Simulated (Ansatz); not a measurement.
# TePt (zincblende type): how the settings move a single-point run

Aim: see which settings change the result for TePt (zincblende type), by how much, and at what cost.

Program: Ansatz 0.2.0. Level of theory: reference: DFT, LDA, all-electron LAPW, scalar-relativistic. These are calculated values, not measurements.

## 1. Starting point

It takes space group F-43m (No. 216, cubic). Conventional cell: a = 5.436 Å, b = 5.436 Å, c = 5.436 Å, α = 90.00°, β = 90.00°, γ = 90.00°. Pt (site symmetry -43m) has 4 Te at 2.35 Å in its first shell of neighbours. Te (site symmetry -43m) has 4 Pt at 2.35 Å in its first shell of neighbours.

As a file:

```
CELL_PARAMETERS angstrom
0.00000 2.71812 2.71812
2.71812 0.00000 2.71812
2.71812 2.71812 0.00000
ATOMIC_POSITIONS crystal
Pt 0.00000 0.00000 0.00000
Te 0.25000 0.25000 0.25000
```

## 2. Baseline

The input, input.yaml:

```yaml
crystal:
  lattice:
    - [0.0, 2.7181162182, 2.7181162182]
    - [2.7181162182, 0.0, 2.7181162182]
    - [2.7181162182, 2.7181162182, 0.0]
  atoms:
    - { symbol: Pt, position: [0.0, 0.0, 0.0] }
    - { symbol: Te, position: [0.25, 0.25, 0.25] }
kpoints:
  mp_grid: { grid: [11, 11, 11] }
scf:
  occupations: { method: fermi_dirac, width: 0.05 }
hamiltonian:
  xc: lda
  pseudopotentials: { kind: all_electron, lapw: { basis_error: 0.001 } }
output:
  forces: true
  stress: true
  eigenvalues: true
  populations: true
```

On the command line:

```bash
$ ansatz run input.yaml --threads 1 --pin off --max-ram 2048MiB --backend cpu --events-out ev --progress --plain --runs-dir out
```

## 3. Variant: mp_grid.grid [9, 9, 9], occupations.method gaussian, occupations.width 0.001, hubbard.sites [{species: Pt, l: d, u_eff: 6.0}], hubbard.double_counting fll

input.yaml: that of step 2 with these lines changed.

```diff
@@ -9,5 +9,5 @@
 kpoints:
-  mp_grid: { grid: [11, 11, 11] }
+  mp_grid: { grid: [9, 9, 9] }
 scf:
-  occupations: { method: fermi_dirac, width: 0.05 }
+  occupations: { method: gaussian, width: 0.001 }
 hamiltonian:
@@ -15,2 +15,3 @@
   pseudopotentials: { kind: all_electron, lapw: { basis_error: 0.001 } }
+  hubbard: { sites: [{ species: Pt, l: d, u_eff: 6.0 }], double_counting: fll }
 output:
```

**Question.** What will these runs give? Wanted: for each run, ending; energy change; pressure; gap; force.

The runs gave:

| run | ending | energy change | pressure (GPa) | gap (eV) | force (eV/Å) | cycles | time |
| --- | --- | --- | --- | --- | --- | --- | --- |
| reference | converged | 0 | 49.5 | 0.00 | 0.00 | 8 | 83 s |
| 1: mp_grid.grid [9, 9, 9], occupations.method gaussian, occupations.width 0.001, hubbard.sites [{species: Pt, l: d, u_eff: 6.0}], hubbard.double_counting fll | converged | +1.06 eV/atom (σ→0) (Hubbard term changed: no physical gain or loss) | 48.4 | 0.00 | 0.00 | 10 | 69 s |

Residual by cycle in the longest SCF loop of each run; runs are numbered as in the table. The quantity is the density residual dr2, in eV.

| cycle | reference | run 1 |
| --- | --- | --- |
| 1 | 0.225 | 0.247 |
| 2 | 0.0141 | 0.0684 |
| 3 | 0.00135 | 0.0809 |
| 4 | 2.3e-4 | 0.0688 |
| 5 | 3.7e-5 | 0.0548 |
| 6 | 9.7e-7 | 0.0256 |
| 7 | 3.0e-7 | 0.00462 |
| 8 | 9.5e-9 | 1.7e-4 |
| 9 | - | 7.8e-7 |
| 10 | - | 1.9e-8 |

**Reading.** Changing the k-point mesh, smearing, Hubbard U and double counting of the Hubbard term moves the energy by +1.06 eV/atom (σ→0 values), and the pressure goes from 49.5 to 48.4 GPa. The U term adds an energy of its own, so the shift says nothing about which run is better. A changed U is a change of model: its shifts are not errors of convergence. The structure is not at rest: the sound run finds 49 GPa, so these are no properties of the relaxed crystal. 
